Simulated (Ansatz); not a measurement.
# FH2NSn: ladder of basis sets, by script

How does the energy of FH2NSn converge with the basis? A script is to give a ladder of basis sets; the system is FH2NSn.

All numbers are computed with Ansatz 0.2.0 through its Python package. The levels of theory stand in the script.

## 1. Starting point

Bond lengths: N1–Sn2 2.012 Å, Sn2–F3 1.921 Å, N1–H4 1.101 Å, N1–H5 1.049 Å. Angles: N1–Sn2–F3 107.6°, Sn2–N1–H4 108.1°, Sn2–N1–H5 110.7°, H4–N1–H5 107.6°.

The script holds or builds the structure itself.

## 2. The code

basis.py reads:

```python
import ansatz as az

params = {
    "functional": "pbe0",
    "vdw": "d4",
}

molecule = (
    az.Crystal.molecule()
    .atom("N", (-0.6878, 0.5717, -0.3355))
    .atom("Sn", (0.0037, -0.3588, 1.3093))
    .atom("F", (1.5476, -1.3777, 0.793))
    .atom("H", (0.1143, 1.2162, -0.7265))
    .atom("H", (-0.9279, -0.125, -1.0818))
)

setup = (
    molecule.calculation()
    .functional(params["functional"], dispersion=params["vdw"])
)

energies = {}
for basis in ["def2-SVP", "def2-SVPD", "def2-TZVP", "def2-TZVPP"]:
    data = setup.basis(gaussian=basis).run(threads=1, backend="cpu").report
    size = data["n_frozen"] + data["n_occupied"][0] + data["n_virtual"][0]
    energies[basis] = (data["reference_energy_ev"] / 27.211386246, data["free_energy_ev"] / 27.211386246)
    print(f"{basis:14s} {size:4d} orbitals  reference {energies[basis][0]:14.6f} Ha  total {energies[basis][1]:14.6f} Ha")

last = energies["def2-TZVPP"][1]
for basis, (_, total) in energies.items():
    print(f"{basis:14s} lies {27.211386 * (total - last):9.4f} eV above def2-TZVPP")
```

## 3. Launch

Run with:

```bash
$ python basis.py
```

Standard output:

```text
def2-SVP         64 orbitals  reference    -369.840066 Ha  total    -369.842546 Ha
def2-SVPD        91 orbitals  reference    -369.864960 Ha  total    -369.867440 Ha
def2-TZVP       124 orbitals  reference    -370.052315 Ha  total    -370.054795 Ha
def2-TZVPP      140 orbitals  reference    -370.054060 Ha  total    -370.056539 Ha
def2-SVP       lies    5.8231 eV above def2-TZVPP
def2-SVPD      lies    5.1457 eV above def2-TZVPP
def2-TZVP      lies    0.0475 eV above def2-TZVPP
def2-TZVPP     lies    0.0000 eV above def2-TZVPP
```

Run time: 9.8 s. Hardware: 1 thread of Arm Neoverse V1, shared host; peak memory 0.29 GiB.

## 4. The runs side by side

One row for each of the 4 runs:

```csv
run,basis,energy (eV),SCF cycles,CPU time (s)
1,def2-SVP,-10063.9284,18,1.6
2,def2-SVPD,-10064.6058,16,2
3,def2-TZVP,-10069.7040,18,2.7
4,def2-TZVPP,-10069.7514,18,3
```

## 5. Results

```
                           quantity                      value
                      runs compared                          4
change of the total from set to set  -0.677, -5.098, -0.047 eV
```

In words: Against def2-SVP: def2-SVPD -24.9 mHa, def2-TZVP -212.2 mHa and def2-TZVPP -214.0 mHa. The last step alone is -1.74 mHa (these two sets differ little on atoms other than hydrogen). From the first set to the last the time grows from 1.6 to 3.0 s. Reading the output:
- The drop along the ladder measures the basis error, and is no property of the molecule.
- The geometry is a force-field or estimated start, not a minimum of this method, and the last set is no limit. Much of the fall in a total is atomic energy, which cancels in bond and reaction energies.
- def2 sets replace the cores of elements past krypton by effective core potentials.
- Total less reference energy is the dispersion correction.
